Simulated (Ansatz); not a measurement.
**CH2BrF (SMILES FCBr): a relaxed scan of the bond length C2–H5**

The task here is to estimate one member of a computed series from the others.

Program: Ansatz 0.2.0, Gaussian basis. Level of theory: single points in def2-TZVPP. These are calculated values, not measurements.

Levels: PBE-D4, r2SCAN-D4, PBE0-D4, B3LYP-D4, wB97M-V, Hartree-Fock, MP2, CCSD, CCSD(T). The scan takes 0.936, 0.968, 1.015, 1.070, 1.130, 1.196, 1.265, 1.338, 1.415 Å.

Cores are frozen in the correlated methods. Filled d shells of the heavier atoms are correlated. B3LYP uses VWN-RPA correlation.

18 further runs of the same task are left out: 18 set aside as unsound or not needed.

## The system as given

5 atoms, charge 0, spin multiplicity 1.

Atoms are counted from 1 here; the program's logs count them from 0.

Bond lengths: F1–C2 1.339 Å, C2–Br3 1.965 Å, C2–H4 1.135 Å, C2–H5 1.077 Å. Angles: F1–C2–Br3 112.9°, F1–C2–H4 104.2°, F1–C2–H5 109.2°, Br3–C2–H4 111.4°, Br3–C2–H5 108.5°, H4–C2–H5 110.7°.

Coordinates:

```xyz
5

F     0.7067    1.1391    0.1605
C     0.1199   -0.0619    0.0758
Br   -1.6059   -0.0042   -0.8630
H     0.8734   -0.7009   -0.4830
H    -0.0442   -0.4458    1.0683
```

Set-up of the first run:

pre/in.yaml reads:

```yaml
crystal:
  periodic: [false, false, false]
  atoms:
    - {symbol: F, position_ang: [0.706700, 1.139100, 0.160500]}
    - {symbol: C, position_ang: [0.119900, -0.061900, 0.075800]}
    - {symbol: Br, position_ang: [-1.605900, -0.004200, -0.863000]}
    - {symbol: H, position_ang: [0.873400, -0.700900, -0.483000]}
    - {symbol: H, position_ang: [-0.044200, -0.445800, 1.068300]}
basis:
  gaussian: {orbitals: def2-SVP}
hamiltonian: {xc: pbe, dispersion: d4}
relax: {f_tol: 0.03, max_steps: 250}
```

The command line of these runs was not kept.

Among the steps run: A first relaxation in a small basis; Relaxation at PBE0-D4; Reference energies at the minimum; C2–H5 = 0.936 Å; C2–H5 = 0.968 Å; C2–H5 = 1.015 Å; C2–H5 = 1.070 Å; C2–H5 = 1.130 Å; C2–H5 = 1.196 Å; C2–H5 = 1.265 Å; C2–H5 = 1.338 Å; C2–H5 = 1.415 Å.

One table of the session follows, with a row left open; its other results are not shown here.

It belongs to the step «The curves». Energies less that of the minimum at the same level (meV):

```
bond length (Å)  PBE-D4  PBE0-D4  B3LYP-D4  wB97M-V  Hartree-Fock
          0.936     560      528       507      508           469
          0.968     333      306       292      292           258
          1.015     119      102        95       94            71
          1.070      10        5         4        3            -3
1.088 (minimum)       0        0         0        0             0
          1.130      17       28        31       32            48
          1.196     132      162       167      171           217
          1.265       ?        ?         ?        ?             ?
          1.338     595      672       670      692           815
          1.415     904     1010      1000     1038          1207
```

**Question.** Estimate the row for bond length (Å) = 1.265.

Worked estimate for «PBE-D4». A straight line through the neighbours (1.196, 132) and (1.338, 595) gives 132 + (595 − 132) × (1.265 − 1.196) / (1.338 − 1.196) = 357; a parabola fitted to 4 rows on both sides gives 332.

The run gave: PBE-D4: 331; PBE0-D4: 383; B3LYP-D4: 386; wB97M-V: 397; Hartree-Fock: 479. In «PBE-D4» the line misses by +26 and the parabola by +1.

To keep in mind: A polynomial through the near points puts the CCSD(T) minimum 0.003 Å below the PBE0-D4 value.
